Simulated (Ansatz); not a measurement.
**Pd (diamond type): how the settings move a single-point run**

How sensitive is a single-point run of Pd (diamond type) to its settings? A reference run comes first, then one run with altered input.

Program: Ansatz 0.2.0. Level of theory: reference: DFT, PBEsol, all-electron LAPW, scalar-relativistic. These are calculated values, not measurements.

1 further run of the same task is left out (it didn't finish). Runs told in other sessions of the task aren't counted.

## 1. The structure to begin with

It takes space group Fd-3m (No. 227, cubic). The conventional cell has a = 4.795 Å, b = 4.795 Å, c = 4.795 Å, α = 90.00°, β = 90.00°, γ = 90.00°. Pd (site symmetry -43m) is surrounded by 4 Pd at 2.08 Å.

As a file:

```
Pd
1.0
     0.00000    2.39763    2.39763
     2.39763    0.00000    2.39763
     2.39763    2.39763    0.00000
Pd
2
Direct
  0.87500 0.87500 0.87500
  0.12500 0.12500 0.12500
```

## 2. Baseline

Input file input.yaml:

```yaml
crystal:
  lattice:
    - [0.0, 2.3976282119, 2.3976282119]
    - [2.3976282119, 0.0, 2.3976282119]
    - [2.3976282119, 2.3976282119, 0.0]
  atoms:
    - { symbol: Pd, position: [-0.125, -0.125, -0.125] }
    - { symbol: Pd, position: [0.125, 0.125, 0.125] }
kpoints:
  mp_grid: { grid: [12, 12, 12] }
scf:
  occupations: { method: fermi_dirac, width: 0.05 }
hamiltonian:
  xc: pbesol
  pseudopotentials: { kind: all_electron, lapw: { basis_error: 0.001 } }
output:
  forces: true
  stress: true
  eigenvalues: true
  populations: true
```

Launch:

```bash
> ansatz run input.yaml --threads 1 --pin off --max-ram 2048MiB --backend cpu --events-out ev --progress --plain --runs-dir out
```

## 3. Variant: preconditioner none

input.yaml: that of step 2 with these lines changed.

```diff
@@ -12,2 +12,3 @@
   occupations: { method: fermi_dirac, width: 0.05 }
+  mixing: { preconditioner: none }
 hamiltonian:
```

Q: Predict the outcome of this session. Wanted: for each run, ending; energy change; pressure; gap; force.

**Answer**, as computed:

```
                   run     ending  energy change  pressure (GPa)  gap (eV)  force (eV/Å)  cycles  time
             reference  converged              0           162.6      0.00          0.00       7  46 s
1: preconditioner none  converged   0.0 meV/atom           162.6      0.00          0.00       6  41 s
```

Residual by cycle in the longest SCF loop of each run; runs are numbered as in the table. The quantity is the density residual dr2, in eV.

```
cycle  reference   run 1
    1       3.38    3.38
    2     0.0166   0.215
    3    0.00854  0.0276
    4     5.7e-4  7.3e-4
    5     1.4e-5  3.9e-6
    6     1.4e-7  1.8e-8
    7    4.7e-10       -
```

**Reading.** Same state: the changed mixing leaves the energy within 0.5 meV/atom. Cost: 6 SCF cycles against 7. The structure is not at rest: the sound run finds 163 GPa, so these are no properties of the relaxed crystal. 
